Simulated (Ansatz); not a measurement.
CuO2:

```xyz
6
Lattice="1.4126 -5.2107 0.0000 1.4126 5.2107 0.0000 0.0000 0.0000 4.3434" Properties=species:S:1:pos:R:3 pbc="T T T"
Cu    1.4126    3.4677    3.2576
Cu    1.4126   -3.4677    1.0859
O     1.4126   -3.0115    3.2576
O     1.4126    3.0115    1.0859
O     1.4126   -0.5366    3.2576
O     1.4126    0.5366    1.0859
```

The cell comes from a database or a generator and needn't be the stable form of this composition.

* Program: Ansatz 0.2.0
* Task: relaxation of cell and atoms
* Functional: PBEsol
* Potentials or basis: Ansatz PAW
* Cutoff: 420 eV (not typed: the program's choice for these potentials)
* k mesh: 10 × 10 × 6
* Occupations: fermi-dirac, width 0.05 eV
* Spin: no spin polarisation

At the start: volume 10.66 Å³/atom.

Q: How do energy, volume and symmetry change on relaxing?

A: It ends after 16 steps and the volume is 9.30 Å³/atom (-12.7 %); space group Cmcm (No. 63, to 0.05 Å).

The path:
| step | energy change (eV) | largest force (eV/Å) | volume (Å³) |
| --- | --- | --- | --- |
| 1 | 0.0000 | 0.5173 | 63.94 |
| 2 | -0.1238 | 0.2581 | 60.37 |
| 3 | -0.1720 | 0.2093 | 56.26 |
| 4 | -0.1703 | 0.0990 | 57.88 |
| 5 | -0.1746 | 0.0748 | 57.51 |
| 6 | -0.1767 | 0.0502 | 57.34 |
| 7 | -0.1824 | 0.0204 | 56.71 |
| 8 | -0.1830 | 0.0089 | 56.66 |
| 9 | -0.1829 | 0.0076 | 56.67 |
| 10 | -0.1829 | 0.0007 | 56.67 |
| 11 | -0.1607 | 0.0025 | 56.67 |
| 12 | -0.1677 | 0.0068 | 55.78 |
| 13 | -0.1671 | 0.0071 | 55.92 |
| 14 | -0.1628 | 0.0070 | 55.92 |
| 15 | -0.1635 | 0.0034 | 55.81 |
| 16 | -0.1629 | 0.0035 | 55.81 |

Final structure:
```cif
data_structure
_symmetry_space_group_name_H-M 'P 1'
_symmetry_Int_Tables_number 1
_cell_length_a 5.0443
_cell_length_b 5.0443
_cell_length_c 4.0786
_cell_angle_alpha 90.000
_cell_angle_beta 90.000
_cell_angle_gamma 147.468
_cell_volume 55.81
loop_
_atom_site_label
_atom_site_type_symbol
_atom_site_fract_x
_atom_site_fract_y
_atom_site_fract_z
_atom_site_occupancy
Cu1 Cu 0.15927 0.84073 0.75000 1
Cu2 Cu 0.84073 0.15927 0.25000 1
O1 O 0.79059 0.20941 0.75000 1
O2 O 0.20941 0.79059 0.25000 1
O3 O 0.53255 0.46745 0.75000 1
O4 O 0.46745 0.53255 0.25000 1
```

Caveat: the plane-wave basis is chosen anew once the cell has moved, so the energies of steps on either side of that aren't comparable; the pressure holds a Pulay correction of +1.0 GPa for the finite cutoff; the run has no spin polarisation, though such a crystal can be magnetic; the PAW data sets come from PBE, with cores solved anew for the run's functional, which leaves a small shift of forces and pressure.
